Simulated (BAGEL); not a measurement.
# InHF2 (SMILES [F][InH][F]): a chain of runs

Aim: the energy (HF/ANO-RCC-VDZP), then the energy (NEVPT2(2,2)/ANO-RCC-VDZP), then a single-point energy (CASPT2(2,2)/ANO-RCC-VDZP) of InHF2. 

The results are computed with BAGEL 1.2.2.

1 further run of the same task is left out (set aside as unsound or not needed).

## Step 1: Starting point

InHF2: 4 atoms, total charge 0, spin state singlet. SMILES: `[F][InH][F]`. The In2–H4 distance was set to 2.690 Å, away from the relaxed value. At this shape a bond of the SMILES string is far longer than usual.

Bond lengths: F1–In2 1.935 Å, In2–F3 1.935 Å. Angles: F1–In2–F3 106.8°.

## Step 2: The energy at HF/ANO-RCC-VDZP (DKH2, density fitting with AutoAux) (run 1)

job.json

```json
{ "bagel" : [

{
  "title" : "molecule",
  "basis" : "ano-rcc-vdzp.json",
  "df_basis" : "ano-rcc-vdzp-autoaux.json",
  "angstrom" : "true",
  "dkh" : "true",
  "geometry" : [
    { "atom" : "F", "xyz" : [   -1.887257,   -1.500146,    0.779531 ] },
    { "atom" : "In", "xyz" : [   -0.149157,   -0.717546,    0.449431 ] },
    { "atom" : "F", "xyz" : [    1.147843,   -1.836046,    1.349031 ] },
    { "atom" : "H", "xyz" : [    0.365400,    1.499400,   -0.984800 ] }
  ]
},
{ "title" : "hf" },
{ "title" : "print", "file" : "orbitals.molden", "orbitals" : "true" }

]}
```

The basis set ANO-RCC-VDZP is read from a file made from the Basis Set Exchange's data (not shown).

Started as:

```console
$ BAGEL_NUM_THREADS=1 BAGEL job.json > job.out
```

What it wrote:

```text
* using 1 threads per process

  ===============================================================
  ===============================================================

  *** Geometry ***

  { "atom" : "F", "xyz" : [     -3.566399,     -2.834865,      1.473100 ] },
  { "atom" : "In", "xyz" : [     -0.281866,     -1.355965,      0.849302 ] },
  { "atom" : "F", "xyz" : [      2.169109,     -3.469624,      2.549299 ] },
  { "atom" : "H", "xyz" : [      0.690506,      2.833455,     -1.861002 ] },

  Number of auxiliary basis functions:      910

  Since a DF basis is specified, we compute 2- and 3-index integrals:
    o Being stored without compression. Storage requirement is 0.042 GB

  Number of basis functions:       76
  Number of electrons      :       68

    * METHOD: MOLECULE                             1.04

  *** RHF ***

  === Nuclear Repulsion ===
   266.9983386440

      * DIIS with orbital gradients will be used.

  === RHF iteration (ano-rcc-vdzp.json) ===
      0      -6076.29556631          0.02892829           0.20
      1      -6076.38979858          0.02805214           0.19
      2      -6076.72508811          0.00190431           0.17
[... 10 lines of this table left out ...]
     13      -6076.72843077          0.00000000           0.18
    * SCF iteration converged.

    * Permanent dipole moment:
           (   -0.241540,    -1.041441,     0.673540) a.u.

    * METHOD: HF                                   3.53

    * METHOD: PRINT                                0.02

  ===============================================================
```

Run time: 4.8 s. Hardware: 1 thread of AMD EPYC 9B14 (Zen 4), shared host; peak memory 0.19 GiB.

## Step 3: A single-point energy at NEVPT2(2,2)/ANO-RCC-VDZP (DKH2, density fitting with AutoAux) (run 2)

input.json

```json
{ "bagel": [

{
  "title": "molecule",
  "basis": "ano-rcc-vdzp.json",
  "df_basis": "ano-rcc-vdzp-autoaux.json",
  "angstrom": "true",
  "dkh": "true",
  "geometry": [
    { "atom": "F", "xyz": [      -1.887257,      -1.500146,       0.779531 ] },
    { "atom": "In", "xyz": [      -0.149157,      -0.717546,       0.449431 ] },
    { "atom": "F", "xyz": [       1.147843,      -1.836046,       1.349031 ] },
    { "atom": "H", "xyz": [       0.365400,       1.499400,      -0.984800 ] }
  ]
},

{
  "title": "hf"
},

{
  "title": "nevpt2",
  "nstate": 1,
  "nact": 2,
  "nclosed": 33,
  "active": [34, 38],
  "maxiter": 200,
  "natocc": "true",
  "ncore": 20
},

{
  "title": "print",
  "file": "orbitals.molden",
  "orbitals": "true"
}

]}
```

The basis set ANO-RCC-VDZP is read from a file made from the Basis Set Exchange's data (not shown).

Started as:

```console
$ BAGEL_NUM_THREADS=1 BAGEL input.json > input.out
```

What it wrote:

```text
* using 1 threads per process

  ===============================================================
  ===============================================================

  *** Geometry ***

  { "atom" : "F", "xyz" : [     -3.566399,     -2.834865,      1.473100 ] },
  { "atom" : "In", "xyz" : [     -0.281866,     -1.355965,      0.849302 ] },
  { "atom" : "F", "xyz" : [      2.169109,     -3.469624,      2.549299 ] },
  { "atom" : "H", "xyz" : [      0.690506,      2.833455,     -1.861002 ] },

[... 23 lines left out ...]
    * SCF iteration converged.
[... 1 line left out ...]
    * Permanent dipole moment:
[... 28 lines left out ...]
    * Second-order optimization converged. *
[... 9 lines left out ...]
     * ci vector, state   0, <S^2> = 0.0000
       2.     0.9379162279
       .2    -0.3468618594

  === DF-NEVPT2 calculation ===

    * 3-index integral transformation done
    * assembly done

      NEVPT2 correlation energy:   -0.8099933702      0.09

          (+0)     -0.7230099284
          (+0)'    -0.0301916504
          (+1)     -0.0170085992
          (+1)'    -0.0039736168
          (+2)     -0.0002073025
          (-1)     -0.0275894769
          (-1)'    -0.0054430678
          (-2)     -0.0025697281

      NEVPT2 total energy:       -6077.5862003005

    * METHOD: NEVPT2                              10.54

    * METHOD: PRINT                                0.02

  ===============================================================
```

It took 15 s on 1 thread of AMD EPYC 9B14 (Zen 4), shared host; peak memory 0.22 GiB.

## Step 4: A single-point energy at CASPT2(2,2)/ANO-RCC-VDZP (DKH2, density fitting with AutoAux) (run 3)

job.json

```json
{ "bagel": [

{
  "title": "molecule",
  "basis": "ano-rcc-vdzp.json",
  "df_basis": "ano-rcc-vdzp-autoaux.json",
  "angstrom": true,
  "dkh": true,
  "geometry": [
    { "atom": "F", "xyz": [   -1.887257,   -1.500146,    0.779531 ] },
    { "atom": "In", "xyz": [   -0.149157,   -0.717546,    0.449431 ] },
    { "atom": "F", "xyz": [    1.147843,   -1.836046,    1.349031 ] },
    { "atom": "H", "xyz": [    0.365400,    1.499400,   -0.984800 ] }
  ]
},
{
  "title": "hf"
},
{
  "title": "casscf",
  "nstate": 1,
  "nact": 2,
  "nclosed": 33,
  "active": [34, 38],
  "maxiter": 200,
  "natocc": true
},
{
  "title": "print",
  "file": "orbitals.molden",
  "orbitals": true
},
{
  "title": "smith",
  "method": "caspt2",
  "ms": true,
  "xms": true,
  "sssr": true,
  "shift": 0.2,
  "shift_imag": true,
  "ncore": 20
}

]}
```

The basis set ANO-RCC-VDZP is read from a file made from the Basis Set Exchange's data (not shown).

Started as:

```console
$ BAGEL_NUM_THREADS=1 BAGEL job.json > job.out
```

What it wrote:

```text
* using 1 threads per process

  ===============================================================
  ===============================================================

  *** Geometry ***

  { "atom" : "F", "xyz" : [     -3.566399,     -2.834865,      1.473100 ] },
  { "atom" : "In", "xyz" : [     -0.281866,     -1.355965,      0.849302 ] },
  { "atom" : "F", "xyz" : [      2.169109,     -3.469624,      2.549299 ] },
  { "atom" : "H", "xyz" : [      0.690506,      2.833455,     -1.861002 ] },

[... 25 lines left out ...]
    * Permanent dipole moment:
[... 37 lines left out ...]
     * ci vector, state   0, <S^2> = 0.0000
[... 21 lines left out ...]
       #      aibj      arbs      arbi      airj      risj      airs      arst      rist         Etot      error   time
[... 8 lines left out ...]
      ------------------------------------------------------------------------------------------------------------------

    * CASPT2 energy : state  0    -6077.5517847608
        w/o shift correction      -6077.5496280065
        reference weight              0.8464599295

    * METHOD: SMITH                                0.62

  ===============================================================
```

Wall time 15 s (1 thread of AMD EPYC 9B14 (Zen 4), shared host); peak memory 0.22 GiB.

## Step 5: Outcome

| quantity | value |
| --- | --- |
| run 1, HF/ANO-RCC-VDZP: total energy | -6076.72843 Eh |
| run 1, HF/ANO-RCC-VDZP: dipole moment | 3.21 D |
| run 1, HF/ANO-RCC-VDZP: HOMO energy | -10.99 eV |
| run 1, HF/ANO-RCC-VDZP: LUMO energy | -1.54 eV |
| run 1, HF/ANO-RCC-VDZP: HOMO–LUMO gap | 9.45 eV |
| run 2, NEVPT2(2,2)/ANO-RCC-VDZP: total energy | -6077.58620 Eh |
| run 3, CASPT2(2,2)/ANO-RCC-VDZP: total energy | -6077.55178 Eh |
